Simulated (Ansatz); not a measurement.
**NbH2: bands on a fine mesh, and optics**

What do the bands imply for light and for carriers? Levels are solved on a fine mesh after the ground state. Runs: cell and atoms relaxed (PAW); reference run (PAW and LAPW).

Method: DFT PBEsol, frozen-core PAW and all-electron LAPW, scalar-relativistic unless said, in Ansatz 0.2.0.

1 further run of the same task is left out (it didn't finish). Runs told in other sessions of the task aren't counted.

## Step 1: Starting point

The structure is cubic, space group Fm-3m (No. 225). Conventional cell: a = 4.563 Å, b = 4.563 Å, c = 4.563 Å, α = 90.00°, β = 90.00°, γ = 90.00°. Around Nb (site symmetry m-3m) lie 8 H at 1.98 Å. Around H (site symmetry -43m) lie 4 Nb at 1.98 Å.

Coordinates:

```cif
data_structure
_symmetry_space_group_name_H-M 'Fm-3m'
_symmetry_Int_Tables_number 225
_cell_length_a 4.5630
_cell_length_b 4.5630
_cell_length_c 4.5630
_cell_angle_alpha 90.000
_cell_angle_beta 90.000
_cell_angle_gamma 90.000
_cell_volume 95.01
loop_
_atom_site_label
_atom_site_type_symbol
_atom_site_symmetry_multiplicity
_atom_site_Wyckoff_symbol
_atom_site_fract_x
_atom_site_fract_y
_atom_site_fract_z
_atom_site_occupancy
Nb1 Nb 4 a 0.00000 0.00000 0.00000 1
H1 H 8 c 0.25000 0.75000 0.75000 1
```

Cartesian axes are those of the input's lattice vectors. The structure goes back to a database entry.

## Step 2: Cell and atoms relaxed, PAW

Input file input.yaml:

```yaml
crystal:
  lattice:
    - [0.0, 2.2815, 2.2815]
    - [2.2815, 0.0, 2.2815]
    - [2.2815, 2.2815, 0.0]
  atoms:
    - { symbol: Nb, position: [0.0, 0.0, 0.0] }
    - { symbol: H, position: [0.25, 0.25, 0.25] }
    - { symbol: H, position: [0.75, 0.75, 0.75] }
kpoints:
  mp_grid: { grid: [12, 12, 12] }
scf:
  occupations: { method: fermi_dirac, width: 0.05 }
hamiltonian:
  xc: pbesol
  pseudopotentials: { kind: paw }
relax:
  f_tol: 0.002
  max_steps: 80
  cell: {}
output:
  forces: true
  stress: true
```

Command:

```console
$ ansatz run input.yaml --threads 2 --pin off --max-ram 6144MiB --backend cpu --events-out ev --progress --plain --runs-dir out
```

## Step 3: Reference run, fine mesh, PAW

Input file input.yaml:

```yaml
crystal:
  lattice:
    - [0.0, 2.25915252043, 2.25915252043]
    - [2.25915252043, 0.0, 2.25915252043]
    - [2.25915252043, 2.25915252043, 0.0]
  atoms:
    - { symbol: Nb, position: [0.0, 0.0, 0.0] }
    - { symbol: H, position: [0.25, 0.25, 0.25] }
    - { symbol: H, position: [0.75, 0.75, 0.75] }
kpoints:
  mp_grid: { grid: [12, 12, 12] }
scf:
  occupations: { method: fermi_dirac, width: 0.05 }
hamiltonian:
  xc: pbesol
  pseudopotentials: { kind: paw }
output:
  forces: true
  stress: true
  eigenvalues: true
  eigenstates:
    nscf_kmesh: { grid: [16, 16, 16] }
    de_dk: true
    e_range: [-14, 14]
  optics:
    e_range: [0, 25]
    de: 0.2
    sigma: 0.15
    bands: { spectra_wanted_up_to: 25 }
    nscf_kmesh: { grid: [16, 16, 16] }
    drude_damping: 0.05
checkpoint:
  write: ck
  write_wavefunctions: false
```

## Step 4: Reference run, fine mesh, LAPW

Edit input.yaml of step 3 so:

```diff
@@ -15,3 +15,3 @@
   xc: pbesol
-  pseudopotentials: { kind: paw }
+  pseudopotentials: { kind: all_electron, lapw: { basis_error: 0.001 } }
 output:
```

(Steps that only read results are left out.)

Before running it: what results should come out? Wanted: states at the Fermi level; bare Sommerfeld coefficient; plasma energy; strongest local maximum of Im εxx; peak of the loss function along x.

As calculated:

| quantity | value |
| --- | --- |
| states at the Fermi level (PAW) | 0.29 per eV and atom |
| bare Sommerfeld coefficient | 0.70 mJ/(K² mol of atoms) |
| plasma energy (x, y, z) | 6.0, 6.0, 6.0 eV |
| strongest local maximum of Im εxx | 2.4 eV |
| peak of the loss function along x | 21.9 eV |

**Reading.** It is a metal with 2 bands crossing the Fermi level, 0.29 states per eV and atom there and a mean speed of 0.58 × 10⁶ m/s. These are bare band values on this mesh, without coupling to phonons. The spectra hold no excitons and no local fields. Cautions: frozen-core PAW files fitted under PBE, their cores solved anew for the functional of the run; these sums move with the mesh, by several per cent and more for small sheets.
